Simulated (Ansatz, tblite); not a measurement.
**The cluster Be5: one state, many levels**

How do method and basis change the picture of the cluster Be5 (singlet)?

Program: Ansatz 0.2.0, Gaussian basis. Level of theory: as each input shows. These are calculated values, not measurements.

Plan: GFN1-xTB, GFN2-xTB, PBE/def2-TZVP, r2SCAN/def2-TZVP, HSE06/def2-TZVP, LDA/def2-TZVP, B3LYP/def2-TZVP, BLYP/def2-TZVP, ωB97M-V/def2-TZVP, PBE/def2-SVP, PBE0/def2-SVP, HF/STO-3G, HF/6-31G, B3LYP/6-31G, PBE0/def2-TZVPD, PBE/def2-TZVPD, r2SCAN/def2-TZVPD, CCSD(T)/def2-TZVPP, MP2/def2-TZVP, RPA/def2-TZVP, CCSD(T)/def2-TZVPD.

1 further run of the same task is left out (set aside as unsound or not needed). Runs told in other sessions of the task aren't counted.

### 1 The relaxed structure

The singlet was relaxed beforehand with PBE/def2-TZVP. At that level it is the lowest of the isomers that a small search found.

5 atoms, charge 0, spin multiplicity 1.

Bond lengths: Be1–Be2 2.011 Å, Be1–Be3 2.072 Å, Be1–Be4 2.071 Å, Be1–Be5 2.010 Å, Be2–Be3 2.072 Å, Be2–Be4 2.072 Å, Be2–Be5 2.011 Å, Be3–Be5 2.072 Å, Be4–Be5 2.072 Å. Angles: Be2–Be1–Be3 61.0°, Be2–Be1–Be4 61.0°, Be2–Be1–Be5 60.0°, Be3–Be1–Be4 111.9°, Be3–Be1–Be5 61.0°, Be4–Be1–Be5 61.0°, Be1–Be2–Be3 61.0°, Be1–Be2–Be4 61.0°, Be1–Be2–Be5 60.0°, Be3–Be2–Be4 111.9°, Be3–Be2–Be5 61.0°, Be4–Be2–Be5 61.0°, Be1–Be3–Be2 58.1°, Be1–Be3–Be5 58.0°, Be2–Be3–Be5 58.1°, Be1–Be4–Be2 58.1°, Be1–Be4–Be5 58.0°, Be2–Be4–Be5 58.1° and more.

PBE0/def2-TZVP was run before; its log isn't repeated, and its numbers join the tables.

### 2 GFN1-xTB

Tight binding, by tblite at 300 K electronic temperature and without a spin-polarisation term:

```python
tblite.interface.Calculator('GFN1-xTB', numbers, positions, charge=0, uhf=0).singlepoint()
```

Energy -99.1810 eV, HOMO -7.09 eV, LUMO -6.55 eV; 0.002 s.

### 3 GFN2-xTB

Tight binding, by tblite at 300 K electronic temperature and without a spin-polarisation term:

```python
tblite.interface.Calculator('GFN2-xTB', numbers, positions, charge=0, uhf=0).singlepoint()
```

Energy -77.7154 eV, HOMO 1.13 eV, LUMO 2.41 eV; 0.003 s.

### 4 PBE/def2-TZVP

start.molden holds the orbitals of an earlier run on this state, given as this run's starting guess.

in.yaml reads:

```yaml
crystal:
  periodic: [false, false, false]
  atoms:
    - {symbol: Be, position_ang: [-0.147277, 0.101263, 1.146446]}
    - {symbol: Be, position_ang: [1.028640, 0.247634, -0.477975]}
    - {symbol: Be, position_ang: [0.489390, -1.631895, 0.207103]}
    - {symbol: Be, position_ang: [-0.488730, 1.632142, -0.206659]}
    - {symbol: Be, position_ang: [-0.882034, -0.349153, -0.668916]}
basis:
  gaussian: {orbitals: def2-TZVP, initial_orbitals: start.molden}
hamiltonian: {xc: pbe}
scf: {omitted_lower_state_checks: [starts]}
output: {orbitals: {seedname: orbitals}}
```

On the command line:

```
$ ansatz run in.yaml --threads 4 --pin off --events-out ev --progress --plain --max-ram 3916MiB
```

Further steps of the session: r2SCAN/def2-TZVP; HSE06/def2-TZVP; LDA/def2-TZVP; B3LYP/def2-TZVP; BLYP/def2-TZVP; ωB97M-V/def2-TZVP; PBE/def2-SVP; PBE0/def2-SVP; HF/STO-3G; HF/6-31G; B3LYP/6-31G; PBE0/def2-TZVPD; PBE/def2-TZVPD; r2SCAN/def2-TZVPD; CCSD(T)/def2-TZVPP; MP2/def2-TZVP; RPA/def2-TZVP; CCSD(T)/def2-TZVPD.

Q: Predict the results of all the runs planned. Wanted: gap in def2-TZVP, named functionals, smallest and largest; correlation energy, CCSD(T)/def2-TZVPP; correlation energy, MP2/def2-TZVP; correlation energy, CCSD(T)/def2-TZVPD; binding an atom, functionals in def2-TZVP; PBE0 total energy, smallest basis above largest.

**Answer**, as computed:

```
                                                 quantity                             value
gap in def2-TZVP, named functionals, smallest and largest  0.86 eV (LDA), 5.63 eV (ωB97M-V)
                   correlation energy, CCSD(T)/def2-TZVPP                         -12.48 eV
                        correlation energy, MP2/def2-TZVP                         -11.18 eV
                   correlation energy, CCSD(T)/def2-TZVPD                         -12.50 eV
                binding an atom, functionals in def2-TZVP   1.00 (ωB97M-V) to 1.68 eV (LDA)
          PBE0 total energy, smallest basis above largest    2.24 eV (def2-SVP, def2-TZVPD)
```

In words: Over the named functionals in def2-TZVP the gap runs from 0.86 eV (LDA) to 5.63 eV (ωB97M-V); exact exchange widens it. Notes on CCSD(T)/def2-TZVPP: large T1 diagnostic.
